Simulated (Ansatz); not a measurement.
Task: harmonic frequencies at the relaxed geometry of CH5B2FO, SMILES BOC(B)F, with Ansatz's Python interface. Give the script and its output. Level of theory (for the species named): B3LYP, cc-pVDZ basis, multiplicity 1, D3BJ dispersion.

```xyz
10

B    -1.1214    1.3079    0.7539
O    -0.2960    0.1745    0.8768
C     0.2119   -0.1437   -0.3990
B     1.0809   -1.5225   -0.2723
F     1.1555    0.8140   -0.8088
H    -0.7297    2.4557    0.8836
H    -2.2944    1.2110    0.5231
H    -0.5091   -0.2576   -1.1669
H     0.4201   -2.4884    0.0923
H     2.1652   -1.6020   -0.4797
```

The script, `freq_ch5b2fo.py`:
```python
"""Vibrations of CH5B2FO."""

import warnings

import ansatz as az
from ase import Atoms
import numpy as np

warnings.simplefilter("ignore", az.DeckWarning)

atoms = Atoms(["B", "O", "C", "B", "F", "H", "H", "H", "H", "H"], positions=[
    [-1.1214, 1.3079, 0.7539],
    [-0.296, 0.1745, 0.8768],
    [0.2119, -0.1437, -0.399],
    [1.0809, -1.5225, -0.2723],
    [1.1555, 0.814, -0.8088],
    [-0.7297, 2.4557, 0.8836],
    [-2.2944, 1.211, 0.5231],
    [-0.5091, -0.2576, -1.1669],
    [0.4201, -2.4884, 0.0923],
    [2.1652, -1.602, -0.4797],
])
molecule = az.Crystal.molecule_from_ase(atoms)

setup = molecule.calculation()
setup = setup.basis(gaussian="cc-pVDZ").functional("b3lyp", dispersion="d3bj")
symbols = [site.symbol for site in molecule.cartesian_sites]
start = np.array([site.position_ang for site in molecule.cartesian_sites], dtype=float)
r = setup.relax(force_tolerance=0.003, max_steps=100).run().report
end = np.array(r["positions_ang"])

print("final positions (A) and the move of each atom")
for symbol, xyz, old in zip(symbols, end, start):
    print(f"{symbol:2s} {xyz[0]:10.5f} {xyz[1]:10.5f} {xyz[2]:10.5f}   {np.linalg.norm(xyz - old):7.4f}")

# frequencies need a stationary point, so they are taken at the relaxed geometry
minimum = az.Crystal.molecule()
for symbol, xyz in zip(symbols, end):
    minimum = minimum.atom(symbol, xyz.tolist())
vibrating = (
    minimum.calculation()
    .basis(gaussian="cc-pVDZ")
    .functional("b3lyp", dispersion="d3bj")
    .phonons(temperatures=(298.15, 498.15, 100))
)
vib = vibrating.run().report["vibrations"]
sums = vib["harmonic_sums"]
modes = [m["omega_inv_cm"] for m in sums["modes_at_gamma"] if m["rigid_motion"] == "no"]
print("frequencies (1/cm):", " ".join(f"{w:.0f}" for w in modes))
print("imaginary modes:", sum(w < 0 for w in modes), " zero-point energy:", round(sums["zero_point_energy_ev"], 4), "eV")
print("T (K)   F_vib (eV)   S_vib (meV/K)   C_vib (meV/K)")
for row in zip(sums["temperatures_k"], sums["vibrational_free_energy_ev"], vib["entropy_ev_per_k"], vib["heat_capacity_ev_per_k"]):
    print(f"{row[0]:6.1f} {row[1]:11.4f} {1000 * row[2]:13.4f} {1000 * row[3]:15.4f}")
```

```console
$ python freq_ch5b2fo.py
final positions (A) and the move of each atom
B    -1.01219    1.29584    0.82403    0.1303
O     0.12381    0.61523    0.51927    0.7059
C     0.24433   -0.15083   -0.67994    0.2829
B     0.96054   -1.44765   -0.12095    0.2074
F     1.02761    0.56853   -1.56336    0.8037
H    -1.00719    1.89920    1.86481    1.1617
H    -1.95383    1.26367    0.06780    0.5710
H    -0.74838   -0.27157   -1.14759    0.2405
H     0.28891   -2.31842    0.36425    0.3465
H     2.15940   -1.50508   -0.12531    0.3674
frequencies (1/cm): 49 165 239 317 350 463 527 783 906 987 1002 1049 1055 1105 1197 1207 1330 1342 1371 2569 2614 2675 2712 3040
imaginary modes: 0  zero-point energy: 1.8011 eV
T (K)   F_vib (eV)   S_vib (meV/K)   C_vib (meV/K)
 298.1      1.7174        0.6029          0.6520
 398.1      1.6462        0.8211          0.8630
 498.1      1.5534        1.0345          1.0426
```

Reading the output:
- The frequencies are harmonic and unscaled, in a modest basis. The result belongs to the one conformer reached from this start, and soft torsions count as harmonic oscillators.
- b3lyp holds the VWN-RPA fit, as in Gaussian; the form of ORCA and Turbomole is b3lyp5.
- The whole script took 2.7 min on 1 thread of Intel(R) Xeon(R) Gold 6455B (Sapphire Rapids), with other jobs on the host, peak memory 0.27 GiB.

(A comment or docstring line of the script was reworded after the run, the code is as it ran; lines on the test bed's own set-up are left out of the output.)
